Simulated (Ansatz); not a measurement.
# AlF₂HSe: one species, many methods

One table from this session's results is given with a row withheld; the runs are named, their logs left out.

Method: functionals in def2-TZVPP, the program's frozen cores in correlated methods; program: Ansatz 0.2.0, Gaussian basis.

The runs, in order: LDA (SPW92), PBE-D4, revPBE-D4, BLYP-D4, r2SCAN-D4, B97M-V, PBE0-D4, B3LYP-D4, r2SCANh-D4, r2SCAN0-D4, HSE06-D4, BHLYP-D4, CAM-B3LYP-D4, LC-ωPBE, ωB97X-V, ωB97M-V, B2PLYP, PBE-QIDH; CCSD(T)/def2-SVP; CCSD(T)/def2-TZVPP; CCSD(T)/def2-QZVPP; extrapolation to the limit; RPA on PBE.

### The geometry

All runs share one geometry, relaxed beforehand with PBE0-D4 in a triple-zeta def2 set.

SMILES `[F][Al]([F])[SeH]`, 5 atoms, charge 0, spin multiplicity 1.

Atoms are counted from 1 here; the program's logs count them from 0.

Bond lengths: F1–Al2 1.637 Å, Al2–F3 1.638 Å, Al2–Se4 2.285 Å, Se4–H5 1.470 Å. Angles: F1–Al2–F3 119.2°, F1–Al2–Se4 119.5°, F3–Al2–Se4 121.3°, Al2–Se4–H5 89.8°.

Set-up of the first run:

The input, in.yaml:

```yaml
crystal:
  periodic: [false, false, false]
  atoms:
    - {symbol: F, position_ang: [0.820030, -0.356155, 2.013499]}
    - {symbol: Al, position_ang: [0.406708, -0.281221, 0.431772]}
    - {symbol: F, position_ang: [1.229210, -1.192008, -0.652550]}
    - {symbol: Se, position_ang: [-1.302537, 1.088610, -0.219774]}
    - {symbol: H, position_ang: [-1.103611, 0.667073, -1.614349]}
basis:
  gaussian: {orbitals: def2-TZVPP}
hamiltonian: {xc: lda}
output: {orbitals: {seedname: orbitals}}
```

Run with:

```
$ ansatz run in.yaml --threads 2 --pin off --events-out ev --progress --plain --max-ram 31744MiB --backend cpu
```

Among the steps run: LDA; PBE-D4 (GGA); revPBE-D4 (GGA); BLYP-D4 (GGA); r2SCAN-D4 (meta-GGA); B97M-V (meta-GGA); B3LYP-D4 (hybrid); r2SCANh-D4 (hybrid); r2SCAN0-D4 (hybrid); HSE06-D4 (hybrid); BHLYP-D4 (hybrid); CAM-B3LYP-D4 (range-separated); LC-ωPBE (range-separated); ωB97X-V (range-separated); ωB97M-V (range-separated); B2PLYP (double hybrid); PBE-QIDH (double hybrid).

One of the session's tables, all rows but one given; the rest of the session is left out.

It belongs to the step «Orbital energies across the functionals». 

| functional | HOMO (eV) | gap (eV) |
| --- | --- | --- |
| LDA (SPW92) | -6.91 | 4.60 |
| PBE-D4 | -6.75 | 4.74 |
| revPBE-D4 | -6.69 | 4.82 |
| BLYP-D4 | -6.56 | 4.59 |
| r2SCAN-D4 | -7.03 | 5.46 |
| B97M-V | -7.05 | 5.28 |
| PBE0-D4 | -7.91 | 6.74 |
| B3LYP-D4 | -7.65 | 6.17 |
| r2SCANh-D4 | -7.45 | 6.15 |
| r2SCAN0-D4 | -8.09 | 7.18 |
| HSE06-D4 | -7.51 | 5.97 |
| BHLYP-D4 | ? | ? |
| CAM-B3LYP-D4 | -9.17 | 8.86 |
| LC-ωPBE | -10.54 | 11.52 |
| ωB97X-V | -10.18 | 10.98 |
| ωB97M-V | -10.03 | 10.52 |

Q: Estimate the row for BHLYP-D4 from the others.

Worked estimate for «HOMO (eV)». Against the share of exact exchange, BLYP-D4 (0, -6.56), B3LYP-D4 (0.2, -7.65) give a slope of -5.45 per unit share; at 0.5 the line stands at -9.28.

As computed: HOMO (eV): -8.88; gap (eV): 8.45. In «HOMO (eV)» the line misses by -0.40.
